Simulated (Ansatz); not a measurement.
# NiO2: the cost of one run

Computed with Ansatz 0.2.0 (DFT PBEsol, scalar-relativistic, plane waves, PAW, unless a step's input says otherwise).

1 further run of the same task is left out (set aside as unsound or not needed).

## Step 1: Starting point

It takes space group P-3m1 (No. 164, trigonal). Conventional cell: a = 2.785 Å, b = 2.785 Å, c = 4.879 Å, α = 90.00°, β = 90.00°, γ = 120.00°. Ni (site symmetry -3m) is surrounded by 6 O at 1.86 Å. O (site symmetry 3m) has 3 Ni at 1.86 Å as nearest neighbours.

Structure file:

```
CELL_PARAMETERS angstrom
2.78453 0.00000 0.00000
-1.39226 2.41147 0.00000
0.00000 0.00000 4.87891
ATOMIC_POSITIONS crystal
Ni 0.00000 0.00000 0.50000
O 0.66667 0.33333 0.69121
O 0.33333 0.66667 0.30879
```

It goes back to an entry of the Materials Project, which need not be the stable form.

It is the result of an earlier relaxation at this level (volume 10.92 Å³/atom; gap on the mesh: 1.04 eV).

## Step 2: The reference: the undisturbed cell on the scan's mesh

input.yaml

```yaml
crystal:
  lattice:
    - [2.784525755, 0.0, 0.0]
    - [-1.3922628775, 2.4114700413, 0.0]
    - [0.0, 0.0, 4.8789139732]
  atoms:
    - { symbol: Ni, position: [0.0, 0.0, 0.5] }
    - { symbol: O, position: [0.6666666667, 0.3333333333, 0.6912080179] }
    - { symbol: O, position: [0.3333333333, 0.6666666667, 0.3087919821] }
basis:
  ecutwfc: 420
kpoints:
  mp_grid: { grid: [12, 12, 6] }
hamiltonian:
  xc: pbesol
scf:
  occupations: { method: gaussian, width: 0.05 }
output:
  forces: true
  stress: true
  eigenvalues: true
  write_density: true
  write_potential: true
  elf: true
  volumetric_format: npy
```

Started as:

```console
> ansatz run input.yaml --threads 1 --pin off --max-ram 2560MiB --backend cpu --events-out ev --progress --plain --runs-dir out
```

Q: Estimate wall time and peak memory on 1 thread of Intel Xeon 6975P-C (Granite Rapids), shared host.

About 3 s, with a peak of 0.37 GiB.
